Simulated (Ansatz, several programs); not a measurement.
In₃SbAs₂, ordered on the zincblende lattice (I-4m2) with 6 atoms a cell, relaxed with r2SCAN in Ansatz (plane waves, PAW): space group I-4m2 (No. 119), tetragonal; a = 4.429 Å, c = 18.760 Å in the conventional setting, 30.66 Å³ an atom. As has 4 In at 2.67 Å; In has 4 As at 2.67 Å; In has 2 As at 2.67 Å and 2 Sb at 2.80 Å; Sb has 4 In at 2.80 Å. The cell was then scaled with its shape and fractional coordinates held, which makes it stiffer than a relaxed compression. No spin polarisation and no zero-point or thermal motion; the cell was built from a prototype and may be hypothetical.

```
V (Å³/atom)  E (meV/atom)
     28.822         20.16
     30.661          0.00
     31.581          4.16
     32.501         15.90
```

Task: Pass a cubic E = c₀ + c₁u + c₂u² + c₃u³, with u = V − 30.891 Å³, through these points.

Result: c₀ = 0.25, c₁ = +2.283, c₂ = 5.116, c₃ = -0.3084 (meV and Å³).

Task: Where is the minimum, and what bulk modulus follows?

Result: dE/du = 0 at u = -0.219, so V₀ = 30.67 Å³. B = V₀ d²E/dV² = 30.67 × (2c₂ + 6c₃u) = 30.67 × 10.637 = 326 meV/Å³, and 1 meV/Å³ is 0.16022 GPa: 52 GPa. A third-order Birch-Murnaghan fit to all five points gives 30.67 Å³ and 52 GPa.

Task: Predict the energy and the pressure at the withheld volume, 29.741 Å³.

Result: With u = -1.150: E ≈ 4.86 meV and P = −dE/dV ≈ +1.72 GPa. The run gives 4.81 meV and, from its stress, +1.70 GPa.
